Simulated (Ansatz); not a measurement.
# C4H8Si: basis-set convergence

How large a basis does C4H8Si need? Two functionals are run in growing sets.

The runs use Ansatz 0.2.0, Gaussian basis; one geometry, several basis sets.

Levels to be run: PBE0-D4/def2-SVP; ωB97M-V/def2-SVP; PBE0-D4/def2-QZVPP; ωB97M-V/def2-QZVPP; the functionals' def2-TZVPP values are taken from earlier runs.

## (1) The geometry

All runs share one geometry, relaxed beforehand with PBE0-D4 in a triple-zeta def2 set.

SMILES `CC#CC[SiH3]`, 13 atoms, charge 0, spin multiplicity 1.

Atoms are counted from 1 here; the program's logs count them from 0.

Bond lengths: C1–C2 1.451 Å, C1–H6 1.093 Å, C1–H7 1.093 Å, C1–H8 1.093 Å, C2–C3 1.203 Å, C3–C4 1.447 Å, C4–Si5 1.890 Å, C4–H9 1.095 Å, C4–H10 1.095 Å, Si5–H11 1.485 Å, Si5–H12 1.485 Å, Si5–H13 1.489 Å. Angles: C2–C1–H6 111.0°, C2–C1–H7 111.0°, C2–C1–H8 111.2°, H6–C1–H7 107.8°, H6–C1–H8 107.8°, H7–C1–H8 107.8°, C1–C2–C3 179.3°, C2–C3–C4 177.2°, C3–C4–Si5 110.5°, C3–C4–H9 111.0°, C3–C4–H10 111.0°, Si5–C4–H9 108.7°, Si5–C4–H10 108.7°, H9–C4–H10 106.8°, C4–Si5–H11 109.8°, C4–Si5–H12 109.8°, C4–Si5–H13 109.7°, H11–Si5–H12 109.4° and more.

Coordinates:

```
C    -2.6987    0.3321    0.5872
C    -1.2598    0.4326    0.4328
C    -0.0665    0.5293    0.3125
C     1.3687    0.5842    0.1329
Si    1.9759   -0.9334   -0.8160
H    -3.2016    1.1966    0.1461
H    -2.9772    0.2871    1.6431
H    -3.0873   -0.5659    0.0999
H     1.6607    1.4840   -0.4192
H     1.8836    0.6239    1.0988
H     1.3311   -0.9814   -2.1526
H     1.6389   -2.1664   -0.0605
H     3.4526   -0.8575   -0.9903
```

## (2) PBE0-D4 in def2-SVP

Input file in.yaml:

```yaml
crystal:
  periodic: [false, false, false]
  atoms:
    - {symbol: C, position_ang: [-2.698696, 0.332093, 0.587157]}
    - {symbol: C, position_ang: [-1.259764, 0.432572, 0.432843]}
    - {symbol: C, position_ang: [-0.066503, 0.529255, 0.312484]}
    - {symbol: C, position_ang: [1.368745, 0.584220, 0.132919]}
    - {symbol: Si, position_ang: [1.975873, -0.933428, -0.816028]}
    - {symbol: H, position_ang: [-3.201571, 1.196557, 0.146122]}
    - {symbol: H, position_ang: [-2.977243, 0.287113, 1.643126]}
    - {symbol: H, position_ang: [-3.087308, -0.565879, 0.099948]}
    - {symbol: H, position_ang: [1.660692, 1.483970, -0.419165]}
    - {symbol: H, position_ang: [1.883554, 0.623925, 1.098827]}
    - {symbol: H, position_ang: [1.331130, -0.981389, -2.152633]}
    - {symbol: H, position_ang: [1.638920, -2.166371, -0.060500]}
    - {symbol: H, position_ang: [3.452570, -0.857540, -0.990298]}
basis:
  gaussian: {orbitals: def2-SVP}
hamiltonian: {xc: pbe0, dispersion: d4}
output: {orbitals: {seedname: orbitals}}
```

On the command line:

```bash
$ ansatz run in.yaml --threads 4 --pin off --events-out ev --progress --plain --max-ram 10444MiB
```

After this run come: ωB97M-V in def2-SVP; PBE0-D4 in def2-QZVPP; ωB97M-V in def2-QZVPP.

**Question.** What will the summary of the whole plan be? Wanted: PBE0-D4: double and triple zeta above quadruple; ωB97M-V: double and triple zeta above quadruple.

**Answer**, as computed:

| quantity | value |
| --- | --- |
| PBE0-D4: double and triple zeta above quadruple | 7.89, 0.51 eV |
| ωB97M-V: double and triple zeta above quadruple | 8.14, 0.47 eV |

**Reading.** For PBE0-D4 the step from double to triple zeta gains 7.39 eV and the next only 0.51 eV. Total energies overstate the basis error of differences, where much of it tends to cancel. The LUMO of ωB97M-V is positive and keeps falling with the basis (2.98 to 1.54 eV): an unbound level that the basis holds in place.
